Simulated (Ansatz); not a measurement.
# Gd6PSe3O6: the cost of one run

Program: Ansatz 0.2.0. Level of theory: DFT PBE, plane waves, PAW, scalar-relativistic, collinear spin. These are calculated values, not measurements.

## 1. Starting point

The cell holds 16 atoms (Gd6O6PSe3): a = 6.708 Å, b = 7.873 Å, c = 18.050 Å, α = 90.00°, β = 90.00°, γ = 115.22°.

Structure file:

```xyz
16
Lattice="6.7082 0.0000 0.0000 -3.3541 7.1223 0.0000 0.0000 0.0000 18.0502" Properties=species:S:1:pos:R:3 pbc="T T T"
Gd   -1.1180    5.2095    1.5404
Gd    1.1180    2.4393    2.3231
Se    0.0000    0.0000    1.0000
O    -1.1180    3.0329    2.1554
O     1.1180    4.6159    1.7081
Gd    2.2361    5.7361    3.4040
Gd    4.4722    2.9658    4.1867
Se    3.3541    0.5265    2.8635
O     2.2361    3.5594    4.0189
O    -2.2361    5.1424    3.5717
Gd   -1.1180    6.2626    5.2675
Gd    1.1180    3.4923    6.0502
Se    0.0000    1.0530    4.7271
O    -1.1180    4.0860    5.8825
O     1.1180    5.6689    5.4352
P     0.3542    0.3291    7.4502
```

## 2. End point A

input.yaml reads:

```yaml
crystal:
  lattice:
    - [6.708233, 0.0, 0.0]
    - [-3.354116, 7.122313, 0.0]
    - [0.0, 0.0, 18.050214]
  atoms:
    - { symbol: Gd, position: [0.1990525, 0.7314383, 0.0853413], spin: 7.0 }
    - { symbol: Gd, position: [0.3379101, 0.3424869, 0.1287031], spin: 7.0 }
    - { symbol: Se, position: [0.0, 0.0, 0.055401] }
    - { symbol: O, position: [0.0462502, 0.4258337, 0.1194113] }
    - { symbol: O, position: [0.4907125, 0.6480916, 0.0946331] }
    - { symbol: Gd, position: [0.7360151, 0.8053636, 0.1885837], spin: 7.0 }
    - { symbol: Gd, position: [0.8748728, 0.4164122, 0.2319455], spin: 7.0 }
    - { symbol: Se, position: [0.5369626, 0.0739253, 0.1586434] }
    - { symbol: O, position: [0.5832128, 0.4997589, 0.2226537] }
    - { symbol: O, position: [0.0276751, 0.7220169, 0.1978755] }
    - { symbol: Gd, position: [0.2729778, 0.8792888, 0.2918261], spin: 7.0 }
    - { symbol: Gd, position: [0.4118354, 0.4903374, 0.335188], spin: 7.0 }
    - { symbol: Se, position: [0.0739253, 0.1478505, 0.2618858] }
    - { symbol: O, position: [0.1201754, 0.5736842, 0.3258961] }
    - { symbol: O, position: [0.5646377, 0.7959421, 0.301118] }
    - { symbol: P, position: [0.0759052, 0.0462137, 0.4127494], spin: 1.0 }
magnetization:
  spin_polarized: true
basis:
  ecutwfc: 420.0
kpoints:
  mp_grid: { grid: [2, 2, 1] }
hamiltonian:
  xc: pbe
scf:
  occupations: { method: fermi_dirac, width: 0.05 }
  lower_state_search: "off"
relax:
  f_tol: 0.03
  max_steps: 60
  adjacent_minimum: "off"
  constraints: [{ sites: [0, 1, 2, 3, 4] }]
```

Command:

```bash
$ ansatz run input.yaml --threads 4 --pin off --max-ram 10240MiB --backend cpu --events-out ev --progress --plain --runs-dir out
```

Q: Estimate wall time and peak memory on 4 threads of Intel Xeon 6975P-C (Granite Rapids), shared host.

About 90 s, with a peak of 2.7 GiB.
